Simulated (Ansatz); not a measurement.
Runs of Ansatz 0.2.0 on LaPd2. Symmetry: I4/mmm, No. 139, tetragonal system. Conventional cell: a = 4.008 Å, b = 4.008 Å, c = 8.943 Å, α = 90.00°, β = 90.00°, γ = 90.00°. Around La (site symmetry 4/mmm) lie 8 Pd at 3.00 Å. Pd (site symmetry -4m2) is surrounded by 4 Pd at 2.83 Å and 4 La at 3.00 Å. The cell comes from a database or a generator and needn't be the stable form of this composition.

```csv
level,cutoff (eV),gap on the mesh (eV),pressure (GPa),relaxed volume (Å³/atom)
PBEsol,420,none,0.0,(a)
revPBE,420,none,0.0,(b)
r2SCAN,500,none,0.0,23.28
LDA,420,none,0.0,21.77
RPBE,420,none,0.0,24.59
BLYP,420,none,0.0,25.48
PBE,420,none,0.0,23.79
```

Alike in all rows: task relaxation of cell and atoms; potentials or basis Ansatz PAW; no spin polarisation; cell relaxed; k mesh 9 × 9 × 9; smearing fermi-dirac 0.05 eV.

Fill in the values left out.

(a) 22.46; (b) 24.36.

Caveats: the plane-wave basis is chosen anew once the cell has moved, so the energies of steps on either side of that aren't comparable; the PAW data sets come from PBE, with cores solved anew for the run's functional, which leaves a small shift of forces and pressure (some runs); the magnetic or orbital state may not be the lowest (some runs).

A k mesh can miss the band edges, and the runs leave out spin-orbit coupling on La, Pd.

A gap of «none» marks a metal or a gap under the smearing width.
